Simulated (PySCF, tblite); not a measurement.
**C₅H₇F₃OSi: geometry, infrared bands and NMR shifts**

Aim: predict the infrared bands and NMR shifts of C₅H₇F₃OSi (`CC(=O)/C([SiH3])=C\C(F)(F)F`).

Programs: tblite 0.8.0 and PySCF 2.14.0, with density-fitted response routines of our own. Each step states its level of theory. These are calculated values for one molecule in the gas phase, unless marked as measured. Atoms are numbered from 0 throughout.

## (1) Starting geometry

17 atoms, charge 0, multiplicity 1; geometry from: force field or distance geometry start.

Bonds of the start (Å): C0–C1 1.48, C1–O2 1.27, C1–C3 1.44, C3–Si4 1.87, C3–C5 1.28, C5–C6 1.46, C6–F7 1.36, C6–F8 1.42, C6–F9 1.39, C0–H10 1.08, C0–H11 1.12, C0–H12 1.17, Si4–H13 1.47, Si4–H14 1.47, Si4–H15 1.47, C5–H16 1.11.

## (2) Relaxing the molecule with GFN2-xTB

What the job is given:

```
{"job": {"kind": "relax", "xc": "GFN2-xTB", "basis": "xTB"}, "charge": 0, "multiplicity": 1}
C     -0.897700    -1.910200     0.369900
C     -1.121500    -0.459600     0.203600
O     -2.330200    -0.096100     0.345500
C     -0.186500     0.598700    -0.066600
Si    -0.929000     2.315800    -0.158200
C      1.083000     0.525500    -0.241600
C      1.916800    -0.677300    -0.214400
F      1.513300    -1.698500    -1.021600
F      3.138200    -0.242400    -0.789500
F      2.294200    -1.102000     1.056300
H     -0.088700    -2.173400     1.031400
H     -0.940800    -2.479300    -0.597000
H     -1.829700    -2.358700     0.915900
H     -0.141300     3.158300    -1.070800
H     -0.750400     2.878500     1.188700
H     -2.352200     2.246500    -0.530900
H      1.615700     1.486100    -0.430500
```

Command:

```sh
> OMP_NUM_THREADS=1 python probes_run.py task.json out
```

This one command runs all jobs of the session in turn.

**Question.** This job is followed by: GFN2-xTB harmonic vibrations, gas phase; GIAO PBE0/pcSseg-1 NMR shielding, non-relativistic, gas phase. What will the session give for the following? strongest single infrared mode (GFN2-xTB); zero-point energy (GFN2-xTB); 13C shifts against TMS (PBE0/pcSseg-1); 1H shifts against TMS (PBE0/pcSseg-1, means over atoms taken as alike); 17O shifts against H2O (PBE0/pcSseg-1); 29Si shifts against TMS (PBE0/pcSseg-1); 19F shifts against CFCl3 (PBE0/pcSseg-1, means over atoms taken as alike).

**Answer**, as computed:

| quantity | value |
| --- | --- |
| strongest single infrared mode (GFN2-xTB) | 781 cm⁻¹, 372 km/mol |
| zero-point energy (GFN2-xTB) | 65.8 kcal/mol |
| 13C shifts against TMS (PBE0/pcSseg-1) | 210.2, 163.2, 133.7, 131.0, 32.9 ppm |
| 1H shifts against TMS (PBE0/pcSseg-1, means over atoms taken as alike) | 6.21, 4.28, 2.47 ppm |
| 17O shifts against H2O (PBE0/pcSseg-1) | 697.1 ppm |
| 29Si shifts against TMS (PBE0/pcSseg-1) | -61.4 ppm |
| 19F shifts against CFCl3 (PBE0/pcSseg-1, means over atoms taken as alike) | -72.8 ppm |

What this shows: The optimisation took 198 steps and gained 1.026 eV; among the close pairs (by a distance rule), C0–H12 changed most, from 1.170 to 1.087 Å. No mode is imaginary among the 45: a minimum at this level. The strongest single mode, at 781 cm⁻¹, is carried by H13, H15, H14, Si4. Unscaled tight-binding wavenumbers are off by several per cent, some by more. Its intensities can rank the bands wrongly. The most deshielded carbon is C1 (ketone carbonyl carbon), at 210.2 ppm: the double bond to the heteroatom, with no lone-pair donor beside it, deshields it most. The most deshielded hydrogen is H16 (hydrogen on a β carbon of a C=C–C=O unit), at 6.21 ppm: attached to an sp2 carbon and in the plane of the double bond. At PBE0/pcSseg-1: The largest span, 1351 ppm, is at O2, where the paramagnetic term is -761 ppm.
